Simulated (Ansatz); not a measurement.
# C₈H₆N₂: ionisation energy by level of theory

One table from this session's results is given with a row withheld; the runs are named, their logs left out.

Computed with Ansatz 0.2.0, Gaussian basis. Level: unrestricted cation, the program's frozen cores in correlated methods.

Levels to be run: UKS PBE-D4/def2-TZVPP; UKS r2SCAN-D4/def2-TZVPP; UKS PBE0-D4/def2-TZVPP; UKS B3LYP-D4/def2-TZVPP; UKS wB97X-V/def2-TZVPP; UKS wB97M-V/def2-TZVPP; UKS B2PLYP/def2-TZVPP; UHF-MP2/def2-TZVPP; UHF-MP2/def2-QZVPP; then −ε(HOMO) from the neutral's earlier runs with LDA (SPW92), PBE-D4, revPBE-D4, BLYP-D4, r2SCAN-D4, B97M-V, PBE0-D4, B3LYP-D4, r2SCANh-D4, r2SCAN0-D4, HSE06-D4, BHLYP-D4, CAM-B3LYP-D4, LC-ωPBE, ωB97X-V, ωB97M-V.

1 further run of the same task is left out (it didn't finish). Runs told in other sessions of the task aren't counted.

**The relaxed structure**

All runs share one geometry, relaxed beforehand with PBE0-D4 in a triple-zeta def2 set.

16 atoms, charge 0, spin multiplicity 1.

Atoms are counted from 1 here; the program's logs count them from 0.

Bond lengths: C1–C2 1.410 Å, C1–C10 1.367 Å, C1–H11 1.084 Å, C2–C3 1.367 Å, C2–H12 1.084 Å, C3–C4 1.409 Å, C3–H13 1.083 Å, C4–N5 1.354 Å, C4–C9 1.420 Å, N5–C6 1.304 Å, C6–C7 1.414 Å, C6–H14 1.087 Å, C7–N8 1.304 Å, C7–H15 1.087 Å, N8–C9 1.354 Å, C9–C10 1.409 Å, C10–H16 1.083 Å. Angles: C2–C1–C10 120.7°, C2–C1–H11 119.4°, C10–C1–H11 120.0°, C1–C2–C3 120.7°, C1–C2–H12 119.4°, C3–C2–H12 120.0°, C2–C3–C4 119.9°, C2–C3–H13 122.1°, C4–C3–H13 118.0°, C3–C4–N5 119.5°, C3–C4–C9 119.4°, N5–C4–C9 121.0°, C4–N5–C6 116.4°, N5–C6–C7 122.5°, N5–C6–H14 117.5°, C7–C6–H14 119.9°, C6–C7–N8 122.5°, C6–C7–H15 119.9° and more.

The first run:

File in.yaml:

```yaml
crystal:
  periodic: [false, false, false]
  atoms:
    - {symbol: C, position_ang: [0.528594, -1.899249, 1.220870]}
    - {symbol: C, position_ang: [1.724604, -1.400437, 0.664531]}
    - {symbol: C, position_ang: [1.715979, -0.275603, -0.112328]}
    - {symbol: C, position_ang: [0.502782, 0.396529, -0.363225]}
    - {symbol: N, position_ang: [0.503452, 1.510039, -1.133674]}
    - {symbol: C, position_ang: [-0.652384, 2.083255, -1.326376]}
    - {symbol: C, position_ang: [-1.851297, 1.583273, -0.768614]}
    - {symbol: N, position_ang: [-1.885332, 0.513711, -0.022594]}
    - {symbol: C, position_ang: [-0.701410, -0.105639, 0.197019]}
    - {symbol: C, position_ang: [-0.662296, -1.267468, 0.994001]}
    - {symbol: H, position_ang: [0.559042, -2.792713, 1.833740]}
    - {symbol: H, position_ang: [2.657384, -1.917588, 0.857643]}
    - {symbol: H, position_ang: [2.620439, 0.128125, -0.551401]}
    - {symbol: H, position_ang: [-0.672608, 2.978743, -1.942551]}
    - {symbol: H, position_ang: [-2.791977, 2.094921, -0.956543]}
    - {symbol: H, position_ang: [-1.594941, -1.629918, 1.409492]}
basis:
  gaussian: {orbitals: def2-TZVPP}
total_charge: 1
magnetization: {spin_polarized: true, initial_magnetization: 1}
hamiltonian: {xc: pbe, dispersion: d4}
```

Launch:

```console
$ ansatz run in.yaml --threads 2 --pin off --events-out ev --progress --plain --max-ram 22528MiB --backend cuda --devices 0, --max-vram 18GiB
```

Steps of the session up to this table: Cation, UKS PBE-D4/def2-TZVPP; Cation, UKS r2SCAN-D4/def2-TZVPP; Cation, UKS PBE0-D4/def2-TZVPP; Cation, UKS B3LYP-D4/def2-TZVPP; Cation, UKS wB97X-V/def2-TZVPP; Cation, UKS wB97M-V/def2-TZVPP; Cation, UKS B2PLYP (frozen core)/def2-TZVPP; Cation, UHF-MP2/def2-TZVPP; Cation, UHF-MP2/def2-QZVPP.

One of the session's tables, all rows but one given; the rest of the session is left out.

It belongs to the step «Ionisation energies side by side». For comparison, −ε(HOMO) of the neutral from earlier runs:

| functional | −ε(HOMO) (eV) |
| --- | --- |
| LDA (SPW92) | ? |
| PBE-D4 | 5.71 |
| revPBE-D4 | 5.65 |
| BLYP-D4 | 5.62 |
| r2SCAN-D4 | 6.00 |
| B97M-V | 6.19 |
| PBE0-D4 | 7.22 |
| B3LYP-D4 | 7.01 |
| r2SCANh-D4 | 6.57 |
| r2SCAN0-D4 | 7.33 |
| HSE06-D4 | 6.83 |
| BHLYP-D4 | 7.93 |
| CAM-B3LYP-D4 | 8.37 |
| LC-ωPBE | 9.63 |
| ωB97X-V | 9.27 |
| ωB97M-V | 9.20 |

**Question.** Estimate the row for LDA (SPW92).

The run gave: −ε(HOMO) (eV): 5.85. In the column «−ε(HOMO) (eV)» it lies between PBE-D4 (5.71) and r2SCAN-D4 (6.00).

Caveats from the session: The cation may have settled in a state other than its lowest; no search over hole states beyond the program's own was made.
